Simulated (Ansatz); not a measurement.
# CH₆ClNSi: up Jacob's ladder to CCSD(T)

How much do the methods differ for CH₆ClNSi? The plan is to run it at one geometry with functionals of several rungs and with coupled cluster, and see how far each lands from CCSD(T) at the basis-set limit for the atomisation energy.

Computed with Ansatz 0.2.0, Gaussian basis. Level: functionals in def2-TZVPP, the program's frozen cores in correlated methods.

The runs, in order: LDA (SPW92), PBE-D4, revPBE-D4, BLYP-D4, r2SCAN-D4, B97M-V, PBE0-D4, B3LYP-D4, r2SCANh-D4, r2SCAN0-D4, HSE06-D4, BHLYP-D4, CAM-B3LYP-D4, LC-ωPBE, ωB97X-V, ωB97M-V, B2PLYP, PBE-QIDH; CCSD(T)/def2-SVP; CCSD(T)/def2-TZVPP; MP2/def2-QZVPP; extrapolation to the limit; RPA on PBE.

**1. The geometry**

An earlier PBE0-D4 in a triple-zeta def2 set relaxation fixed the geometry.

10 atoms, charge 0, spin multiplicity 1.

Atoms are counted from 1 here; the program's logs count them from 0.

Bond lengths: N1–Si2 1.711 Å, N1–H5 1.007 Å, N1–H6 1.007 Å, Si2–C3 1.888 Å, Si2–H7 1.484 Å, Si2–H8 1.488 Å, C3–Cl4 1.790 Å, C3–H9 1.091 Å, C3–H10 1.091 Å. Angles: Si2–N1–H5 120.0°, Si2–N1–H6 120.4°, H5–N1–H6 111.3°, N1–Si2–C3 115.1°, N1–Si2–H7 109.3°, N1–Si2–H8 107.6°, C3–Si2–H7 106.4°, C3–Si2–H8 107.2°, H7–Si2–H8 111.3°, Si2–C3–Cl4 108.7°, Si2–C3–H9 112.6°, Si2–C3–H10 112.3°, Cl4–C3–H9 107.2°, Cl4–C3–H10 107.4°, H9–C3–H10 108.5°.

**2. LDA**

This LDA is Slater exchange with PW92 correlation.

in.yaml reads:

```yaml
crystal:
  periodic: [false, false, false]
  atoms:
    - {symbol: N, position_ang: [-1.439099, 0.296824, -0.848251]}
    - {symbol: Si, position_ang: [-0.405997, -0.626884, 0.154545]}
    - {symbol: C, position_ang: [1.227510, 0.206843, 0.603928]}
    - {symbol: Cl, position_ang: [2.099177, 0.613135, -0.906208]}
    - {symbol: H, position_ang: [-1.152620, 0.533287, -1.784597]}
    - {symbol: H, position_ang: [-2.023128, 1.014951, -0.452873]}
    - {symbol: H, position_ang: [-0.054482, -1.892347, -0.535648]}
    - {symbol: H, position_ang: [-1.131227, -0.889057, 1.427525]}
    - {symbol: H, position_ang: [1.085779, 1.137815, 1.154525]}
    - {symbol: H, position_ang: [1.877287, -0.445667, 1.189855]}
basis:
  gaussian: {orbitals: def2-TZVPP}
hamiltonian: {xc: lda}
output: {orbitals: {seedname: orbitals}}
```

The run is started by

```sh
ansatz run in.yaml --threads 2 --pin off --events-out ev --progress --plain --max-ram 4352MiB
```

The runs that follow: PBE-D4 (GGA); revPBE-D4 (GGA); BLYP-D4 (GGA); r2SCAN-D4 (meta-GGA); B97M-V (meta-GGA); B3LYP-D4 (hybrid); r2SCANh-D4 (hybrid); r2SCAN0-D4 (hybrid); HSE06-D4 (hybrid); BHLYP-D4 (hybrid); CAM-B3LYP-D4 (range-separated); LC-ωPBE (range-separated); ωB97X-V (range-separated); ωB97M-V (range-separated); B2PLYP (double hybrid); PBE-QIDH (double hybrid); CCSD(T) in def2-SVP; CCSD(T) in def2-TZVPP; MP2 in def2-QZVPP; RPA on PBE orbitals.

Q: Predict the results of all the runs planned. Wanted: atomisation energy, CCSD(T)/CBS; farthest beyond LDA; mean size of error, GGA; mean size of error, meta-GGA; mean size of error, hybrid; mean size of error, range-separated; mean size of error, double hybrid; gap, smallest and largest; T1 diagnostic.

As calculated:

| quantity | value |
| --- | --- |
| atomisation energy, CCSD(T)/CBS | 34.718 eV |
| functionals within 0.174 eV (0.5 %) | r2SCAN-D4, B97M-V, PBE0-D4, B3LYP-D4, HSE06-D4, CAM-B3LYP-D4, ωB97X-V, ωB97M-V |
| farthest beyond LDA | BHLYP-D4 (-0.861 eV) |
| mean size of error, GGA | 0.315 eV |
| mean size of error, meta-GGA | 0.066 eV |
| mean size of error, hybrid | 0.331 eV |
| mean size of error, range-separated | 0.173 eV |
| mean size of error, double hybrid | 0.440 eV |
| gap, smallest and largest | 5.35 eV (LDA (SPW92)), 12.80 eV (LC-ωPBE) |
| T1 diagnostic | 0.0096 |
| triples share of the correlation energy | 3.8 % |

**Reading.** LDA overbinds by 4.561 eV (13 %). PBE-D4 misses by +0.321 eV. Double hybrids carry the basis error of their MP2 part in triple zeta, and no dispersion term here, so their miss is partly the set-up's. The rungs meta-GGA, range-separated miss on average by less than the doubt on the reference (0.174 eV), so they tie. The reference freezes the cores and leaves out relativity and excitations past (T), so misses under about 0.174 eV can't be ranked. Hartree-Fock recovers 72 % of the binding; the rest is correlation. CCSD(T) in def2-SVP is off by -2.609 eV, more than most functionals: a good method in a small basis is no reference. Orbital gaps span 5.3 to 12.8 eV; exact exchange widens them.
